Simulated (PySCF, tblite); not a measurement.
# C4H12BNSi: geometry, infrared bands and NMR shifts

Wanted: the infrared bands and NMR shifts of C4H12BNSi (`B[SiH2]NC1CCC1`), by calculation.

The runs use tblite 0.8.0 and PySCF 2.14.0, with density-fitted response routines of our own; the level of theory stands in each step. All values are computed, except where a source is named. Atoms count from 0, in the outputs and in this text.

## 1. The starting structure

19 atoms, charge 0, multiplicity 1; geometry from: force field or distance geometry start.

Bonds of the start (Å): B0–Si1 1.94, Si1–N2 1.80, N2–C3 1.44, C3–C4 1.51, C4–C5 1.52, C5–C6 1.53, C6–C3 1.49, B0–H7 1.19, B0–H8 1.16, Si1–H9 1.48, Si1–H10 1.46, N2–H11 1.07, C3–H12 1.11, C4–H13 1.11, C4–H14 1.10, C5–H15 1.12, C5–H16 1.09, C6–H17 1.09, C6–H18 1.13.

## 2. Geometry optimisation with GFN2-xTB

The job: settings as JSON, then the geometry in Å.

```
{"job": {"kind": "relax", "xc": "GFN2-xTB", "basis": "xTB"}, "charge": 0, "multiplicity": 1}
B      3.545600     0.659000     0.417000
Si     1.838700     0.157600    -0.355600
N      0.649900    -0.379500     0.881900
C     -0.532000    -0.718100     0.132100
C     -1.030900     0.492300    -0.630300
C     -2.426900     0.067700    -0.190700
C     -1.826300    -0.881100     0.853500
H      4.229900    -0.169900     0.936200
H      3.776600     1.774800     0.641100
H      2.004300    -1.003000    -1.263600
H      1.307000     1.290600    -1.099000
H      0.462300     0.426100     1.553100
H     -0.305000    -1.598000    -0.502000
H     -0.740400     1.467000    -0.188600
H     -0.841000     0.442100    -1.711100
H     -2.982000     0.913500     0.293600
H     -2.946700    -0.483500    -0.978200
H     -1.920100    -0.551400     1.887600
H     -2.272700    -1.896700     0.655400
```

Started as:

```console
> OMP_NUM_THREADS=1 python probes_run.py task.json out
```

One launch serves the whole session: the jobs run in the order shown.

**Question.** This job is followed by: GFN2-xTB harmonic vibrations, gas phase; GIAO PBE0/pcSseg-1 NMR shielding, non-relativistic, gas phase. What will the session give for the following? strongest single infrared mode (GFN2-xTB); zero-point energy (GFN2-xTB); 13C shifts against TMS (PBE0/pcSseg-1, means over atoms taken as alike); 1H shifts against TMS (PBE0/pcSseg-1, means over atoms taken as alike); 11B shifts against BF3·OEt2 (PBE0/pcSseg-1); 29Si shifts against TMS (PBE0/pcSseg-1); 15N shifts against NH3 (PBE0/pcSseg-1); surface potential, 1st and 99th percentile.

As calculated:

| quantity | value |
| --- | --- |
| strongest single infrared mode (GFN2-xTB) | 2035 cm⁻¹, 411 km/mol |
| zero-point energy (GFN2-xTB) | 95.4 kcal/mol |
| 13C shifts against TMS (PBE0/pcSseg-1, means over atoms taken as alike) | 52.2, 36.9, 13.1 ppm |
| 1H shifts against TMS (PBE0/pcSseg-1, means over atoms taken as alike) | 10.74, 5.26, 3.19, 2.66, 1.65, 1.64, 1.62, 0.02 ppm |
| 11B shifts against BF3·OEt2 (PBE0/pcSseg-1) | 119.1 ppm |
| 29Si shifts against TMS (PBE0/pcSseg-1) | -53.3 ppm |
| 15N shifts against NH3 (PBE0/pcSseg-1) | 48.3 ppm |
| surface potential, 1st and 99th percentile | -0.86 V and 1.59 V |

**Reading.** Relaxing lowered the energy by 1.035 eV in 123 steps; the close pair that moved most is Si1–N2, from 1.798 to 1.726 Å. All 51 modes are real, so the xTB geometry is a minimum. The strongest single mode, at 2035 cm⁻¹, moves mainly H10. GFN2-xTB is a fitted tight-binding method: band positions and strengths are rough. Its intensities can rank the bands wrongly. At PBE0/pcSseg-1: The widest tensor belongs to B0: span 294 ppm, with a paramagnetic part of -217 ppm. By nearest atom (PBE0/pcSseg-1), the HOMO sits on N2 54 %; H10 8 % and the LUMO on B0 57 %; H7, H8 about 13 % each.
